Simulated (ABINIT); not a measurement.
Crystal: Zr2BAs.

```
CELL_PARAMETERS angstrom
3.80790 0.00000 0.00000
0.00000 3.80790 0.00000
0.00000 0.00000 4.59243
ATOMIC_POSITIONS crystal
Zr 0.50000 0.00000 0.67355
Zr 0.00000 0.50000 0.67355
B 0.50000 0.50000 0.36140
As 0.50000 0.50000 0.96420
```

The cell was built by a generator and needn't be a form met in nature.

Base run:

```yaml
Program: ABINIT 10.8.3 (patched build)
Functional: PBE
Potentials_or_basis: PseudoDojo NC SR PBE v0.4 stringent
Cutoff: 1306 eV
k_mesh: 5 × 5 × 4
Occupations: fermi-dirac, width 0.05 eV
Spin: no spin polarisation
```

Its results: band gap on the k mesh none (metal or under the smearing width); pressure 60.5 GPa; largest force 9.079 eV/Å.

Problem. The run is repeated on the same cell with these changes: functional from PBE to BLYP; potentials or basis from PseudoDojo NC SR PBE v0.4 stringent to Ansatz PAW PBE default generated set, frozen core; cutoff from 1306 eV to 419 eV; valence electrons from 50 to 42. What comes out?

Solution. Band gap on the k mesh none (metal or under the smearing width); pressure 67.2 GPa; largest force 9.662 eV/Å.

Caveats: a pressure of tens of GPa on the cell as given is suspect, and the run, the potentials or the cell itself is likely at fault; forces of over 1 eV/Å show positions far from the minimum, so gaps and moduli don't describe the material at rest (some runs); the atomic spheres overlap (some runs); the PAW data sets were made with another functional, which shifts forces and pressure a little (some runs).
